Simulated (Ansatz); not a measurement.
# C3H7BSSi: one species, many methods

An exercise on one series of results from a longer session: the logs are not shown, and one member is left open.

Method: functionals in def2-TZVPP, the program's frozen cores in correlated methods; program: Ansatz 0.2.0, Gaussian basis.

The runs, in order: PBE-D4, r2SCAN-D4, PBE0-D4, B3LYP-D4, ωB97X-V, ωB97M-V, B2PLYP; CCSD(T)/def2-TZVPP; MP2/def2-QZVPP; extrapolation to the limit.

## The geometry

An earlier PBE0-D4 in a triple-zeta def2 set relaxation fixed the geometry.

SMILES `S=CCB1C[SiH2]1`, 13 atoms, charge 0, spin multiplicity 1.

Atoms are counted from 1 here; the program's logs count them from 0.

Bond lengths: S1–C2 1.610 Å, C2–C3 1.482 Å, C2–H7 1.093 Å, C3–B4 1.561 Å, C3–H8 1.105 Å, C3–H9 1.092 Å, B4–C5 1.507 Å, B4–Si6 1.929 Å, C5–Si6 1.964 Å, C5–H10 1.094 Å, C5–H11 1.088 Å, Si6–H12 1.486 Å, Si6–H13 1.479 Å. Angles: S1–C2–C3 126.0°, S1–C2–H7 119.7°, C3–C2–H7 114.3°, C2–C3–B4 112.5°, C2–C3–H8 108.4°, C2–C3–H9 111.7°, B4–C3–H8 102.7°, B4–C3–H9 112.9°, H8–C3–H9 108.2°, C3–B4–C5 135.1°, C3–B4–Si6 143.1°, C5–B4–Si6 68.5°, B4–C5–Si6 66.0°, B4–C5–H10 118.6°, B4–C5–H11 124.3°, Si6–C5–H10 91.7°, Si6–C5–H11 137.1°, H10–C5–H11 111.0° and more.

The first run:

The input, in.yaml:

```yaml
crystal:
  periodic: [false, false, false]
  atoms:
    - {symbol: S, position_ang: [-1.563717, 3.321746, 0.168801]}
    - {symbol: C, position_ang: [-1.243923, 1.816121, 0.640618]}
    - {symbol: C, position_ang: [-1.222325, 0.616232, -0.228617]}
    - {symbol: B, position_ang: [0.187777, -0.051339, -0.288683]}
    - {symbol: C, position_ang: [0.804523, -1.172558, -1.085520]}
    - {symbol: Si, position_ang: [1.472189, -1.039430, 0.757154]}
    - {symbol: H, position_ang: [-0.982342, 1.619949, 1.683847]}
    - {symbol: H, position_ang: [-1.842408, -0.166875, 0.243377]}
    - {symbol: H, position_ang: [-1.635309, 0.827473, -1.217560]}
    - {symbol: H, position_ang: [1.809916, -1.032580, -1.494047]}
    - {symbol: H, position_ang: [0.237689, -1.887588, -1.678808]}
    - {symbol: H, position_ang: [1.054101, -1.960410, 1.845733]}
    - {symbol: H, position_ang: [2.944131, -0.925441, 0.668404]}
basis:
  gaussian: {orbitals: def2-TZVPP}
hamiltonian: {xc: pbe, dispersion: d4}
output: {forces: true, orbitals: {seedname: orbitals}}
```

The run is started by

```console
ansatz run in.yaml --threads 4 --pin off --events-out ev --progress --plain --max-ram 10444MiB
```

Among the steps run: PBE-D4 (GGA); r2SCAN-D4 (meta-GGA); PBE0-D4 (hybrid); B3LYP-D4 (hybrid); ωB97X-V (range-separated); ωB97M-V (range-separated); B2PLYP (double hybrid); CCSD(T) in def2-TZVPP; MP2 in def2-QZVPP.

One table of the session follows, with a row left open; its other results are not shown here.

```
            method  atomisation energy (kJ/mol)
            PBE-D4                       4956.6
         r2SCAN-D4                            ?
           PBE0-D4                       4877.2
          B3LYP-D4                       4827.3
           ωB97X-V                       4840.3
           ωB97M-V                       4849.2
            B2PLYP                       4771.7
     HF/def2-TZVPP                       3535.0
    MP2/def2-TZVPP                       4769.5
   CCSD/def2-TZVPP                       4602.8
CCSD(T)/def2-TZVPP                       4688.4
           MP2/CBS                       4890.3
       CCSD(T)/CBS                       4809.2
```

**Question.** Estimate the row for r2SCAN-D4.

**Answer.** atomisation energy (kJ/mol): 4870.1. In the column «atomisation energy (kJ/mol)» it lies between ωB97M-V (4849.2) and PBE0-D4 (4877.2).
